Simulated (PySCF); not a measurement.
# H3PPm (Pm(PH3)3+): the cost of one run

Computed with PySCF 2.14.0. Level: several levels, as the steps say, no spin–orbit coupling.

1 further run of the same task is left out (for a known fault of the program).

## Step 1: The system as given

5 atoms, charge 3, spin multiplicity 1.

Bond lengths: Pm1–P2 2.977 Å, P2–H3 1.427 Å, P2–H4 1.427 Å, P2–H5 1.427 Å. Angles: Pm1–P2–H3 111.7°, Pm1–P2–H4 111.7°, Pm1–P2–H5 111.7°, H3–P2–H4 107.1°, H3–P2–H5 107.1°, H4–P2–H5 107.1°.

Coordinates:

```csv
atom,x (Å),y (Å),z (Å)
Pm1,0.0000,0.0000,-0.4661
P2,0.0000,0.0000,2.5110
H3,1.3256,0.0000,3.0397
H4,-0.6628,1.1480,3.0397
H5,-0.6628,-1.1480,3.0397
```

Formal oxidation states: Pm +3. Each metal's 4 4f electrons lie in its core potential, so multiplicities, spins and levels count the valence alone. An earlier session relaxed this geometry at PBE0, Pm lcecp-1-SVP with ECP50, P def2-SVP, H def2-SVP (singlet, point group C3v).

At PBE0 on the finer grid: E = -375.701729 Eh, HOMO -23.87 eV, LUMO -19.37 eV, Mulliken charge on Pm1 +2.33 e, largest force component 0.021 eV/Å. 

Levels to run: B3LYP; TPSS; PBE0, TZVP. Hardware: 2 threads of Arm Neoverse V2, shared host.

## Step 2: B3LYP

Input file run.py (the lines that set the calculation):

```python
mol = gto.M(atom='''
Pm     0.00000     0.00000    -0.46609
P      0.00000     0.00000     2.51098
H      1.32555    -0.00001     3.03969
H     -0.66277     1.14797     3.03969
H     -0.66278    -1.14796     3.03969''',
    basis={'Pm': 'lcecp-1-SVP', 'P': 'def2-SVP', 'H': 'def2-SVP'},
    ecp={'Pm': 'lcecp-1-SVP'},
    charge=3, spin=0)
mf = dft.RKS(mol, xc='B3LYP')
mf.grids.atom_grid = (75, 302)  # f atoms: unpruned, at least (60, 302)
mf = mf.density_fit()  # fitting sets: Pm AutoAux, P def2-universal-JKFIT, H def2-universal-JKFIT
mf.conv_tol = 1e-08; mf.max_cycle = 55
mf.kernel(dm0)  # dm0: the density of the relaxed state
```

Started as:

```console
> OMP_NUM_THREADS=2 python run.py
```

**Question.** How long does this run take on 2 threads of Arm Neoverse V2, shared host?

About 1.6 s.
